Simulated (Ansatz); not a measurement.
**ZnS: a single-point run**

Wanted: a converged single-point run for ZnS, and a check of what comes out. The structure is shown as the input types it.

Program: Ansatz 0.2.0. Level of theory: density functional or hybrid calculation with the settings of its input, plane waves (as first typed). These are calculated values, not measurements.

5 further runs of the same task are left out: 5 that didn't finish.

## 1. The system as given

The structure is cubic, space group F-43m (No. 216). Conventional cell: a = 5.388 Å, b = 5.388 Å, c = 5.388 Å, α = 90.00°, β = 90.00°, γ = 90.00°. Around Zn (site symmetry -43m) lie 4 S at 2.33 Å. S (site symmetry -43m) has 4 Zn at 2.33 Å as nearest neighbours.

Structure file:

```cif
data_structure
_symmetry_space_group_name_H-M 'P 1'
_symmetry_Int_Tables_number 1
_cell_length_a 3.8100
_cell_length_b 3.8100
_cell_length_c 3.8100
_cell_angle_alpha 60.000
_cell_angle_beta 60.000
_cell_angle_gamma 60.000
_cell_volume 39.11
loop_
_atom_site_label
_atom_site_type_symbol
_atom_site_fract_x
_atom_site_fract_y
_atom_site_fract_z
_atom_site_occupancy
Zn1 Zn 0.00000 0.00000 0.00000 1
S1 S 0.25000 0.25000 0.25000 1
```

## 2. Running it

The input, input.yaml:

```yaml
crystal:
  lattice:
    - [0.0, 2.6940858343, 2.6940858343]
    - [2.6940858343, 0.0, 2.6940858343]
    - [2.6940858343, 2.6940858343, 0.0]
  atoms:
    - { symbol: Zn, position: [0.0, 0.0, 0.0] }
    - { symbol: S, position: [0.25, 0.25, 0.25] }
kpoints:
  mp_grid: { grid: [2, 4, 6] }
hamiltonian:
  xc: r2scan
scf:
  occupations: { method: fixed }
  n_extra_bands: 4
output:
  forces: true
  stress: true
  eigenvalues: true
```

Run with:

```sh
$ ansatz run input.yaml --threads 4 --pin off --max-ram 3686MiB --backend cpu --events-out ev --progress --plain --runs-dir out
```

Q: Will this input give a usable result? If not, why, and what should change?

The run converged and reported no error, with warnings (symmetry narrowed by mesh). Its log warns: «crystal.symmetry: narrowed to the stabiliser of the k-point mesh — unitary ops 24 → 2; excluded 22 operations that carry a point of the 2×4×6 mesh (shift [0, 0 ...»

Look at the input: kpoints.mp_grid.grid is [2, 4, 6]. The mesh has lower symmetry than the crystal, so equivalent directions are sampled differently.

The test: set kpoints.mp_grid.grid to [6, 6, 6].
